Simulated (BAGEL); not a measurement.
# HF/STO-3G (density fitting with qzvpp-jkfit) run of BPNH4F (SMILES NB(F)P)

Aim: the vertical singlet–triplet gap of BPNH4F at HF/STO-3G (density fitting with qzvpp-jkfit), from 2 runs. 

The calculation is run with BAGEL 1.2.2.

2 further runs of the same task are left out: 1 that didn't finish, 1 set aside as unsound or not needed.

## Step 1: The structure to begin with

BPNH4F has 8 atoms, charge 0, and is taken as a singlet. As SMILES, `NB(F)P`. Geometry: relaxed at GFN2-xTB. This is one conformer, not always the lowest.

Bond lengths: N1–B2 1.384 Å, B2–F3 1.337 Å, B2–P4 1.922 Å, N1–H5 1.007 Å, N1–H6 1.004 Å, P4–H7 1.383 Å, P4–H8 1.384 Å. Angles: N1–B2–F3 117.2°, N1–B2–P4 123.6°, F3–B2–P4 119.1°, B2–N1–H5 122.2°, B2–N1–H6 124.1°, B2–P4–H7 95.6°, B2–P4–H8 96.2°, H5–N1–H6 113.7°, H7–P4–H8 93.7°.

## Step 2: A single-point energy at HF/STO-3G (density fitting with qzvpp-jkfit)

job.json reads:

```json
{ "bagel": [

{
  "title": "molecule",
  "basis": "sto-3g",
  "df_basis": "qzvpp-jkfit",
  "angstrom": true,
  "geometry": [
    { "atom": "N", "xyz": [      -0.096110,       1.294230,       0.302850 ] },
    { "atom": "B", "xyz": [       0.539620,       0.089190,       0.057030 ] },
    { "atom": "F", "xyz": [       1.831970,       0.138040,      -0.281020 ] },
    { "atom": "P", "xyz": [      -0.302770,      -1.623590,       0.280170 ] },
    { "atom": "H", "xyz": [       0.384560,       2.176350,       0.239070 ] },
    { "atom": "H", "xyz": [      -1.054820,       1.376360,       0.589990 ] },
    { "atom": "H", "xyz": [       0.204880,      -2.175180,      -0.882610 ] },
    { "atom": "H", "xyz": [      -1.507340,      -1.275400,      -0.305480 ] }
  ]
},

{
  "title": "hf"
},

{
  "title": "print",
  "file": "orbitals.molden",
  "orbitals": true
}

]}
```

Run with:

```console
$ BAGEL_NUM_THREADS=1 BAGEL job.json > job.out
```

Output:

```text
* using 1 threads per process

  ===============================================================
  ===============================================================

  *** Geometry ***

  { "atom" : "N", "xyz" : [     -0.181622,      2.445740,      0.572304 ] },
  { "atom" : "B", "xyz" : [      1.019734,      0.168545,      0.107771 ] },
  { "atom" : "F", "xyz" : [      3.461922,      0.260858,     -0.531051 ] },
  { "atom" : "P", "xyz" : [     -0.572152,     -3.068140,      0.529445 ] },
  { "atom" : "H", "xyz" : [      0.726713,      4.112705,      0.451777 ] },
  { "atom" : "H", "xyz" : [     -1.993321,      2.600943,      1.114920 ] },
  { "atom" : "H", "xyz" : [      0.387167,     -4.110494,     -1.667891 ] },
  { "atom" : "H", "xyz" : [     -2.848460,     -2.410157,     -0.577274 ] },

  Number of auxiliary basis functions:      429

  Since a DF basis is specified, we compute 2- and 3-index integrals:
    o Being stored without compression. Storage requirement is 0.003 GB

  Number of basis functions:       28
  Number of electrons      :       40

    * METHOD: MOLECULE                             0.10

  *** RHF ***

  === Nuclear Repulsion ===
   148.2580334470

      * DIIS with orbital gradients will be used.

  === RHF iteration (sto-3g) ===
      0       -515.43311102          0.01484450           0.01
      1       -515.49106748          0.00360981           0.01
      2       -515.49446221          0.00080420           0.01
      3       -515.49473888          0.00011704           0.01
      4       -515.49474510          0.00003601           0.01
      5       -515.49474568          0.00001036           0.01
      6       -515.49474572          0.00000221           0.01
      7       -515.49474572          0.00000053           0.01
      8       -515.49474573          0.00000012           0.01
      9       -515.49474573          0.00000004           0.01
     10       -515.49474573          0.00000001           0.01
     11       -515.49474573          0.00000000           0.01
    * SCF iteration converged.

    * Permanent dipole moment:
           (    0.424149,    -0.637847,     0.036347) a.u.

    * METHOD: HF                                   0.20

    * METHOD: PRINT                                0.00

  ===============================================================
```

It took 0.46 s on 1 thread of Arm Neoverse V2, shared host.

## Step 3: The triplet

job.json reads:

```json
{ "bagel" : [

{
  "title" : "molecule",
  "basis" : "sto-3g",
  "df_basis" : "qzvpp-jkfit",
  "angstrom" : true,
  "geometry" : [
    { "atom" : "N", "xyz" : [   -0.096110,    1.294230,    0.302850 ] },
    { "atom" : "B", "xyz" : [    0.539620,    0.089190,    0.057030 ] },
    { "atom" : "F", "xyz" : [    1.831970,    0.138040,   -0.281020 ] },
    { "atom" : "P", "xyz" : [   -0.302770,   -1.623590,    0.280170 ] },
    { "atom" : "H", "xyz" : [    0.384560,    2.176350,    0.239070 ] },
    { "atom" : "H", "xyz" : [   -1.054820,    1.376360,    0.589990 ] },
    { "atom" : "H", "xyz" : [    0.204880,   -2.175180,   -0.882610 ] },
    { "atom" : "H", "xyz" : [   -1.507340,   -1.275400,   -0.305480 ] }
  ]
},
{
  "title" : "uhf",
  "nopen" : 2
},
{
  "title" : "print",
  "file" : "orbitals.molden",
  "orbitals" : true
}

]}
```

Run with:

```console
$ BAGEL_NUM_THREADS=1 BAGEL job.json > job.out
```

Output:

```text
* using 1 threads per process

  ===============================================================
  ===============================================================

  *** Geometry ***

  { "atom" : "N", "xyz" : [     -0.181622,      2.445740,      0.572304 ] },
  { "atom" : "B", "xyz" : [      1.019734,      0.168545,      0.107771 ] },
  { "atom" : "F", "xyz" : [      3.461922,      0.260858,     -0.531051 ] },
  { "atom" : "P", "xyz" : [     -0.572152,     -3.068140,      0.529445 ] },
  { "atom" : "H", "xyz" : [      0.726713,      4.112705,      0.451777 ] },
  { "atom" : "H", "xyz" : [     -1.993321,      2.600943,      1.114920 ] },
  { "atom" : "H", "xyz" : [      0.387167,     -4.110494,     -1.667891 ] },
  { "atom" : "H", "xyz" : [     -2.848460,     -2.410157,     -0.577274 ] },

  Number of auxiliary basis functions:      429

  Since a DF basis is specified, we compute 2- and 3-index integrals:
    o Being stored without compression. Storage requirement is 0.003 GB

  Number of basis functions:       28
  Number of electrons      :       40

    * METHOD: MOLECULE                             0.11

  *** Open-shell HF ***

  === Nuclear Repulsion ===
   148.2580334470

      * DIIS with orbital gradients will be used.

  === UHF iteration (sto-3g) ===
      0       -515.12031562          0.02997476           0.02
      1       -515.20380221          0.00689257           0.02
      2       -515.21174368          0.00304096           0.02
      3       -515.21376763          0.00172741           0.02
      4       -515.21531036          0.00088774           0.02
      5       -515.21589293          0.00040332           0.02
      6       -515.21603179          0.00017896           0.02
      7       -515.21605671          0.00008074           0.02
      8       -515.21606251          0.00004146           0.02
      9       -515.21606424          0.00001706           0.02
     10       -515.21606456          0.00001016           0.02
     11       -515.21606472          0.00000490           0.02
     12       -515.21606476          0.00000267           0.02
     13       -515.21606476          0.00000151           0.02
     14       -515.21606477          0.00000086           0.02
     15       -515.21606477          0.00000047           0.02
     16       -515.21606477          0.00000021           0.02
     17       -515.21606477          0.00000011           0.02
     18       -515.21606477          0.00000005           0.02
     19       -515.21606477          0.00000003           0.02
     20       -515.21606477          0.00000002           0.02
     21       -515.21606477          0.00000001           0.02
    * SCF iteration converged.

    * S^2 (UHF) is 2.0095

    * Permanent dipole moment:
           (    1.143631,     1.496218,    -0.331103) a.u.

    * METHOD: UHF                                  0.56

    * METHOD: PRINT                                0.00

  ===============================================================
```

Wall time 0.82 s (1 thread of Arm Neoverse V2, shared host).

## Step 4: Summary of results

At HF/STO-3G (density fitting with qzvpp-jkfit):

| quantity | value |
| --- | --- |
| singlet: total energy | -515.49475 Eh |
| singlet: dipole moment | 1.95 D |
| singlet: HOMO energy | -7.22 eV |
| singlet: LUMO energy | 9.60 eV |
| singlet: HOMO–LUMO gap | 16.82 eV |
| triplet: total energy | -515.21606 Eh |
| triplet: dipole moment | 4.86 D |
| triplet: ⟨S²⟩ | 2.010 |
| vertical energy of the triplet above the singlet | 7.583 eV |

**Reading.** At this shape the triplet lies 7.58 eV (732 kJ/mol) above the singlet. In a minimal basis such a difference can be off by several eV, whatever the method.
